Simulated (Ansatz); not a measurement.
Relaxation of a periodic cell of 39 atoms, Ga16NO22 (host Ga2O3, host structure C2/m, dopant N, one O atom removed), cell charge +1, to a largest force component of 0.03 eV/Å in at most 60 steps.

All numbers below come from DFT PBE, scalar-relativistic, plane waves, PAW in Ansatz. Settings: PAW set soft_1, cutoff 420 eV, k mesh 1x2x3, gaussian smearing 0.05 eV, no spin polarisation.

```xyz
39
Lattice="-12.2805 0.0000 0.0000 0.0000 -6.0951 0.0000 -1.3841 0.0000 5.6503" Properties=species:S:1:pos:R:3
Ga -2.882 -1.580 3.850
Ga -10.756 -1.506 1.740
Ga -7.534 -1.593 1.199
Ga -6.128 -1.504 4.455
O -13.341 -1.525 4.178
O -0.418 -1.540 1.473
O -8.868 -1.490 2.455
O -4.760 -1.537 3.177
O -4.305 -1.482 0.640
O -9.361 -1.524 5.011
Ga -9.059 -0.006 3.886
Ga -4.658 -0.042 1.749
Ga -1.400 -0.023 1.158
Ga -12.336 0.000 4.500
O -7.140 0.060 4.206
O -6.550 0.000 1.402
O -2.737 -0.029 2.429
N -10.949 -0.028 3.146
O -3.260 -0.023 5.033
Ga -2.857 -4.557 3.828
Ga -10.782 -4.579 1.825
Ga -7.490 -4.584 1.154
Ga -6.131 -4.543 4.477
O -13.241 -4.508 4.166
O -0.361 -4.547 1.457
O -8.921 -4.549 2.441
O -4.787 -4.597 3.181
O -4.330 -4.624 0.653
O -9.369 -4.516 5.055
Ga -9.036 -3.008 3.848
Ga -4.601 -3.078 1.767
Ga -1.421 -3.063 1.193
Ga -12.217 -2.996 4.487
O -7.107 -3.030 4.206
O -6.540 -3.011 1.426
O -2.765 -3.059 2.493
O -10.919 -3.052 3.200
O -10.398 -3.049 0.604
O -3.331 -3.054 4.999
```

**Question.** Where does it end, and by what steps?

**Answer.** It converged. The force dipped under the threshold on the way, but the program's further checks kept it going. Limits of this set-up: coarse k mesh, no spin, though dangling bonds at a vacancy may carry it, a small cell, in which the defect meets its images, a typed lattice constant that wasn't relaxed here, charged cell in a uniform background, uncorrected. After 8 steps the energy has fallen by 2.958 eV; Ga14 moved furthest, 0.85 Å. Joined: Ga13–Ga14 (3.57 → 2.89 Å).

```tsv
step	energy less start (eV)	largest force component (eV/Å)	accepted
0	0.0000	2.339	yes
1	-1.6488	2.225	yes
2	-2.5540	0.835	yes
3	-2.8245	0.465	yes
4	-2.9246	0.327	yes
5	-2.9375	0.366	yes
6	-2.9557	0.113	yes
7	-2.9577	0.016	yes
8	-2.9577	0.016	yes
```

```xyz
39
Lattice="-12.2805 0.0000 0.0000 0.0000 -6.0951 0.0000 -1.3841 0.0000 5.6503" Properties=species:S:1:pos:R:3
Ga -2.947 -1.543 3.876
Ga -10.771 -1.634 1.932
Ga -7.495 -1.531 1.154
Ga -6.108 -1.502 4.498
O -13.293 -1.498 4.368
O -0.419 -1.507 1.473
O -8.830 -1.573 2.461
O -4.792 -1.515 3.152
O -4.171 -1.508 0.616
O -9.472 -1.515 5.050
Ga -9.077 0.001 3.863
Ga -4.617 0.001 1.768
Ga -1.445 0.001 1.042
Ga -12.542 0.002 3.675
O -7.147 0.001 4.217
O -6.516 0.001 1.432
O -2.613 0.001 2.519
N -10.870 0.002 2.896
O -3.364 0.001 4.978
Ga -2.947 -4.549 3.877
Ga -10.771 -4.458 1.932
Ga -7.495 -4.561 1.154
Ga -6.109 -4.590 4.498
O -13.294 -4.594 4.368
O -0.418 -4.586 1.474
O -8.830 -4.519 2.460
O -4.792 -4.578 3.152
O -4.171 -4.584 0.615
O -9.471 -4.577 5.050
Ga -8.975 -3.046 3.935
Ga -4.600 -3.046 1.745
Ga -1.426 -3.047 1.164
Ga -12.298 -3.046 4.585
O -7.089 -3.046 4.235
O -6.485 -3.046 1.399
O -2.713 -3.046 2.511
O -10.971 -3.046 3.276
O -10.410 -3.046 0.694
O -3.296 -3.046 5.049
```

Whether the end is a true minimum wasn't checked by a vibrational analysis.

Time of the run: 100 s on 4 threads of Arm Neoverse V2 (shared host), peak memory 1.6 GiB.
